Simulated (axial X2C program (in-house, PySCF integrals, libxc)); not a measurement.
# Linear ClHfCl at several levels

How do method and spin–orbit coupling move the bonds and stretches of ClHfCl, held linear?

Program: an in-house X2C program for linear molecules on PySCF integrals. Level of theory: all-electron X2C, two-component (2c) or spin-free, Cl dyall-av3z, Hf dyall-v3z. These are calculated values, not measurements.

All values are calculated.

2 further runs of the same task are left out: 2 set aside as unsound or not needed.

### Step 1. Set-up

task.json

```json
{
 "zs": [
  17,
  72,
  17
 ],
 "q": 0,
 "bas": [
  "dyall-av3z",
  "dyall-v3z",
  "dyall-av3z"
 ],
 "r0": [
  2.51,
  2.51
 ],
 "symm": 1,
 "scan": [
  "PBE0",
  "HF",
  "TPSSh"
 ],
 "levels": [
  "PBE0",
  "HF",
  "BHandHLYP"
 ],
 "nst": 2
}
```

Keys: zs atomic numbers; q charge; bas basis sets; r0 starting distance in Å; symm equal bonds; scan levels of the two-bond scan (MP2 follows by itself at each HF point); levels methods; nst determinants followed.

On the command line:

```console
> python solin.py task.json out
```

Masses Cl 34.969, Hf 179.947, Cl 34.969 u.

### Step 2. Scan at PBE0, 2c

State: Ω = 0 (all partner blocks equally filled). Energies above the lowest point, from the job's result record:

| r(Cl–Hf) (Å) | r(Hf–Cl) (Å) | E (meV) |
| --- | --- | --- |
| 2.2805 | 2.2805 | 0.97 |
| 2.2805 | 2.3390 | 0.00 |
| 2.2805 | 2.3975 | 46.49 |
| 2.3390 | 2.2805 | 0.00 |
| 2.3390 | 2.3390 | 6.03 |
| 2.3390 | 2.3975 | 58.97 |
| 2.3390 | 2.4560 | 148.03 |
| 2.3975 | 2.2805 | 46.49 |
| 2.3975 | 2.3390 | 58.97 |
| 2.3975 | 2.3975 | 117.83 |
| 2.4560 | 2.3390 | 148.03 |
| 2.4560 | 2.4560 | 311.86 |

A quadratic surface with cubic terms in each bond gives the minimum at 2.306 and 2.306 Å, force constants 2.46, 2.46 and coupling 0.28 mdyn/Å.

### Step 3. Scan at HF, 2c

State: Ω = 0 (all partner blocks equally filled). Energies above the lowest point, from the job's result record:

| r(Cl–Hf) (Å) | r(Hf–Cl) (Å) | E (meV) |
| --- | --- | --- |
| 2.2805 | 2.2805 | 86.06 |
| 2.2805 | 2.3390 | 39.34 |
| 2.2805 | 2.3975 | 46.68 |
| 2.3390 | 2.2805 | 39.34 |
| 2.3390 | 2.3390 | 0.00 |
| 2.3390 | 2.3975 | 14.11 |
| 2.3390 | 2.4560 | 70.10 |
| 2.3975 | 2.2805 | 46.68 |
| 2.3975 | 2.3390 | 14.11 |
| 2.3975 | 2.3975 | 34.46 |
| 2.4560 | 2.3390 | 70.10 |
| 2.4560 | 2.4560 | 163.20 |

A quadratic surface with cubic terms in each bond gives the minimum at 2.350 and 2.350 Å, force constants 2.39, 2.39 and coupling 0.29 mdyn/Å.

### Step 4. Scan at TPSSh, 2c

State: Ω = 0 (all partner blocks equally filled). Energies above the lowest point, from the job's result record:

| r(Cl–Hf) (Å) | r(Hf–Cl) (Å) | E (meV) |
| --- | --- | --- |
| 2.2805 | 2.2805 | 7.22 |
| 2.2805 | 2.3390 | 0.19 |
| 2.2805 | 2.3975 | 40.78 |
| 2.3390 | 2.2805 | 0.19 |
| 2.3390 | 2.3390 | 0.00 |
| 2.3390 | 2.3975 | 46.86 |
| 2.3390 | 2.4560 | 130.03 |
| 2.3975 | 2.2805 | 40.78 |
| 2.3975 | 2.3390 | 46.86 |
| 2.3975 | 2.3975 | 99.49 |
| 2.4560 | 2.3390 | 130.03 |
| 2.4560 | 2.4560 | 281.30 |

A quadratic surface with cubic terms in each bond gives the minimum at 2.312 and 2.312 Å, force constants 2.41, 2.41 and coupling 0.27 mdyn/Å.

### Step 5. The levels side by side

| level | r(Cl–Hf) (Å) | r(Hf–Cl) (Å) | lower stretch (cm⁻¹) | upper stretch (cm⁻¹) |
| --- | --- | --- | --- | --- |
| PBE0, 2c | 2.306 | 2.306 | 364.3 | 383.3 |
| HF, 2c | 2.350 | 2.350 | 360.6 | 375.7 |
| TPSSh, 2c | 2.312 | 2.312 | 360.8 | 379.9 |
| MP2, 2c | 2.308 | 2.308 | 373.7 | 393.3 |
| PBE0, spin-free | 2.307 | 2.307 | 365.2 | 383.3 |
| HF, spin-free | 2.350 | 2.350 | 361.6 | 375.9 |
| TPSSh, spin-free | 2.313 | 2.313 | 361.5 | 380.0 |
| MP2, spin-free | 2.308 | 2.308 | 374.6 | 393.5 |

Scans not shown above were run alike.

What this shows: Over the levels the Cl–Hf bond spans 2.306 to 2.350 Å and the Hf–Cl bond 2.306 to 2.350 Å. At PBE0 spin–orbit coupling leaves both bonds unchanged to 0.001 Å. Each state is one determinant, the lowest of a limited PBE0 search; the stretches come from a fit to few points and are good to some per cent at best. The stretches are sorted by size, and where the two bonds are alike the symmetric and antisymmetric modes can swap order between levels. MP2 freezes inner shells (threshold -2 hartree). The molecule was held linear; bending was not examined, so a bent shape may lie lower.
